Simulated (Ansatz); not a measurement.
# CH₇InO: small, medium and large basis sets

One table from this session's results is given with a row withheld; the runs are named, their logs left out.

Method: one geometry, several basis sets; program: Ansatz 0.2.0, Gaussian basis.

The runs, in order: PBE0-D4/def2-SVP; ωB97M-V/def2-SVP; PBE0-D4/def2-QZVPP; ωB97M-V/def2-QZVPP; the functionals' def2-TZVPP values are taken from earlier runs.

## The relaxed structure

An earlier PBE0-D4 in a triple-zeta def2 set relaxation fixed the geometry. In takes the def2 core potential; no spin-orbit term is included.

SMILES `C[OH+][InH3-]`, 10 atoms, charge 0, spin multiplicity 1.

Atoms are counted from 1 here; the program's logs count them from 0.

Bond lengths: C1–O2 1.425 Å, C1–H4 1.093 Å, C1–H5 1.089 Å, C1–H6 1.092 Å, O2–In3 2.397 Å, O2–H7 0.961 Å, In3–H8 1.738 Å, In3–H9 1.728 Å, In3–H10 1.733 Å. Angles: O2–C1–H4 111.3°, O2–C1–H5 106.6°, O2–C1–H6 110.5°, H4–C1–H5 109.0°, H4–C1–H6 110.2°, H5–C1–H6 109.0°, C1–O2–In3 117.9°, C1–O2–H7 109.7°, In3–O2–H7 109.6°, O2–In3–H8 93.7°, O2–In3–H9 97.0°, O2–In3–H10 92.5°, H8–In3–H9 118.8°, H8–In3–H10 118.5°, H9–In3–H10 120.9°.

Coordinates:

```tsv
atom	x (Å)	y (Å)	z (Å)
C1	-1.2324	0.6862	-0.4794
O2	0.1279	0.8379	-0.0815
In3	1.2799	-1.0974	0.7392
H4	-1.3274	-0.0164	-1.3112
H5	-1.7668	0.2900	0.3825
H6	-1.6612	1.6534	-0.7508
H7	0.6332	1.2343	-0.7970
H8	0.5734	-2.1579	-0.4424
H9	0.6212	-1.0733	2.3364
H10	2.8350	-0.4079	0.4072
```

The first run:

Contents of in.yaml:

```yaml
crystal:
  periodic: [false, false, false]
  atoms:
    - {symbol: C, position_ang: [-1.232358, 0.686213, -0.479444]}
    - {symbol: O, position_ang: [0.127873, 0.837872, -0.081499]}
    - {symbol: In, position_ang: [1.279890, -1.097404, 0.739231]}
    - {symbol: H, position_ang: [-1.327356, -0.016385, -1.311230]}
    - {symbol: H, position_ang: [-1.766751, 0.290045, 0.382496]}
    - {symbol: H, position_ang: [-1.661175, 1.653416, -0.750787]}
    - {symbol: H, position_ang: [0.633231, 1.234285, -0.796983]}
    - {symbol: H, position_ang: [0.573442, -2.157905, -0.442426]}
    - {symbol: H, position_ang: [0.621230, -1.073315, 2.336431]}
    - {symbol: H, position_ang: [2.834974, -0.407919, 0.407210]}
basis:
  gaussian: {orbitals: def2-SVP}
hamiltonian: {xc: pbe0, dispersion: d4}
output: {orbitals: {seedname: orbitals}}
```

Among the steps run: PBE0-D4 in def2-SVP; ωB97M-V in def2-SVP; PBE0-D4 in def2-QZVPP; ωB97M-V in def2-QZVPP.

One table of the session follows, with a row left open; its other results are not shown here.

It belongs to the step «Functionals by basis». 

| functional | basis | HOMO (eV) |
| --- | --- | --- |
| PBE0-D4 | def2-SVP | -7.37 |
| PBE0-D4 | def2-TZVPP | -7.44 |
| PBE0-D4 | def2-QZVPP | -7.45 |
| ωB97M-V | def2-SVP | ? |
| ωB97M-V | def2-TZVPP | -9.66 |
| ωB97M-V | def2-QZVPP | -9.67 |

Q: Estimate the row for ωB97M-V, def2-SVP from the others.

As computed: HOMO (eV): -9.52. In the column «HOMO (eV)» it lies between ωB97M-V, def2-TZVPP (-9.66) and PBE0-D4, def2-QZVPP (-7.45).
